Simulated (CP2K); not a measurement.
# Sn3Se under changes of volume

One of the cells (26.656 Å³/atom); the others are scaled copies at fixed shape and fractional positions:

```
Sn Se
1.0
     4.74188    0.00000    0.00000
     0.00000    4.74188    0.00000
     0.00000    0.00000    4.74188
Sn Se
3 1
Cartesian
  2.3709 2.3709 0.0000
  2.3709 0.0000 2.3709
  0.0000 2.3709 2.3709
  0.0000 0.0000 0.0000
```

The cell comes from a database or a generator and needn't be the stable form of this composition.

* Program: CP2K 2026.2
* Functional: LDA
* Potentials or basis: GTH_POTENTIALS Sn GTH-PADE-q4, Se GTH-PADE-q6; TZVP-MOLOPT-PBE-GTH basis
* Density cutoff: 6123 eV
* k mesh: 6 × 6 × 6
* Occupations: fermi-dirac, width 0.05 eV
* Spin: no spin polarisation

| volume (Å³/atom) | energy over the lowest point (meV/atom) | pressure (GPa) |
| --- | --- | --- |
| 25.056 | 0.00 | -0.5 |
| 25.590 | 3.42 | -1.6 |
| 26.123 | 10.22 | -2.5 |
| 26.656 | 20.07 | -3.4 |
| 27.189 | 32.69 | -4.2 |
| 27.722 | 47.69 | -4.8 |
| 28.255 | ? | ? |

**Question.** What does the run at 28.255 Å³/atom give?

**Answer.** Energy over the lowest point 64.84 meV/atom; pressure -5.5 GPa.

Worked out: A Birch-Murnaghan fit of order 3 (a polynomial in V^(-2/3)) to the other rows has its minimum at 24.84 Å³/atom, just outside them, with B0 = V·E''(V) = 56 GPa and B' = 4.3. It gives 64.90 meV/atom at 28.255 Å³/atom, against the run's 64.84, and -dE/dV = -5.5 GPa, against -5.5.

Energies are extrapolated to zero smearing.

Caveats: the basis of atomic orbitals isn't converged, which shifts pressures, moduli and gaps.
